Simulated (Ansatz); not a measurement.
# CH5ClGeOSe: a ladder of functionals and wavefunction methods

An exercise on one series of results from a longer session: the logs are not shown, and one member is left open.

Program: Ansatz 0.2.0, Gaussian basis. Level of theory: functionals in def2-TZVPP, the program's frozen cores in correlated methods. These are calculated values, not measurements.

The runs, in order: PBE-D4, r2SCAN-D4, PBE0-D4, B3LYP-D4, ωB97X-V, ωB97M-V, B2PLYP; CCSD(T)/def2-TZVPP; MP2/def2-QZVPP; extrapolation to the limit.

**Structure used throughout**

All runs share one geometry, relaxed beforehand with PBE0-D4 in a triple-zeta def2 set.

SMILES `C[O][GeH]([Cl])[SeH]`, 10 atoms, charge 0, spin multiplicity 1.

Atoms are counted from 1 here; the program's logs count them from 0.

Bond lengths: C1–O2 1.412 Å, C1–H6 1.096 Å, C1–H7 1.095 Å, C1–H8 1.091 Å, O2–Ge3 1.759 Å, Ge3–Cl4 2.154 Å, Ge3–Se5 2.346 Å, Ge3–H9 1.527 Å, Se5–H10 1.468 Å. Angles: O2–C1–H6 111.7°, O2–C1–H7 111.5°, O2–C1–H8 107.5°, H6–C1–H7 108.9°, H6–C1–H8 108.6°, H7–C1–H8 108.6°, C1–O2–Ge3 120.3°, O2–Ge3–Cl4 107.9°, O2–Ge3–Se5 112.2°, O2–Ge3–H9 105.6°, Cl4–Ge3–Se5 107.6°, Cl4–Ge3–H9 110.4°, Se5–Ge3–H9 113.0°, Ge3–Se5–H10 91.4°.

Set-up of the first run:

in.yaml

```yaml
crystal:
  periodic: [false, false, false]
  atoms:
    - {symbol: C, position_ang: [-0.209424, -1.456251, 0.585970]}
    - {symbol: O, position_ang: [0.127661, -0.994358, -0.705597]}
    - {symbol: Ge, position_ang: [0.169061, 0.729951, -1.050026]}
    - {symbol: Cl, position_ang: [-1.824075, 1.504706, -0.788903]}
    - {symbol: Se, position_ang: [1.580677, 1.895354, 0.417665]}
    - {symbol: H, position_ang: [0.448128, -1.030408, 1.352692]}
    - {symbol: H, position_ang: [-1.248543, -1.219077, 0.838487]}
    - {symbol: H, position_ang: [-0.088905, -2.540811, 0.587768]}
    - {symbol: H, position_ang: [0.599609, 0.846943, -2.510235]}
    - {symbol: H, position_ang: [0.445821, 2.263939, 1.272190]}
basis:
  gaussian: {orbitals: def2-TZVPP}
hamiltonian: {xc: pbe, dispersion: d4}
output: {forces: true, orbitals: {seedname: orbitals}}
```

Launch:

```sh
ansatz run in.yaml --threads 2 --pin off --events-out ev --progress --plain --max-ram 32768MiB --backend cpu
```

Steps of the session up to this table: PBE-D4 (GGA); r2SCAN-D4 (meta-GGA); PBE0-D4 (hybrid); B3LYP-D4 (hybrid); ωB97X-V (range-separated); ωB97M-V (range-separated); B2PLYP (double hybrid); CCSD(T) in def2-TZVPP; MP2 in def2-QZVPP.

One table of the session follows, with a row left open; its other results are not shown here.

```
            method  atomisation energy (kcal/mol)
            PBE-D4                          792.9
         r2SCAN-D4                          784.6
           PBE0-D4                          777.9
          B3LYP-D4                          774.6
           ωB97X-V                          784.3
           ωB97M-V                          778.1
            B2PLYP                          767.7
     HF/def2-TZVPP                          547.7
    MP2/def2-TZVPP                          776.7
   CCSD/def2-TZVPP                          749.4
CCSD(T)/def2-TZVPP                              ?
           MP2/CBS                          797.3
       CCSD(T)/CBS                          784.2
```

Estimate the missing values for CCSD(T)/def2-TZVPP.

As computed: atomisation energy (kcal/mol): 763.6. In the column «atomisation energy (kcal/mol)» it lies between CCSD/def2-TZVPP (749.4) and B2PLYP (767.7).

Limits of these values: Free atoms (1 C, 1 O, 1 Ge, 1 Cl, 1 Se, 5 H) were run apart at each level; the atomisation energy is their sum less the molecule, without zero-point or spin-orbit terms.
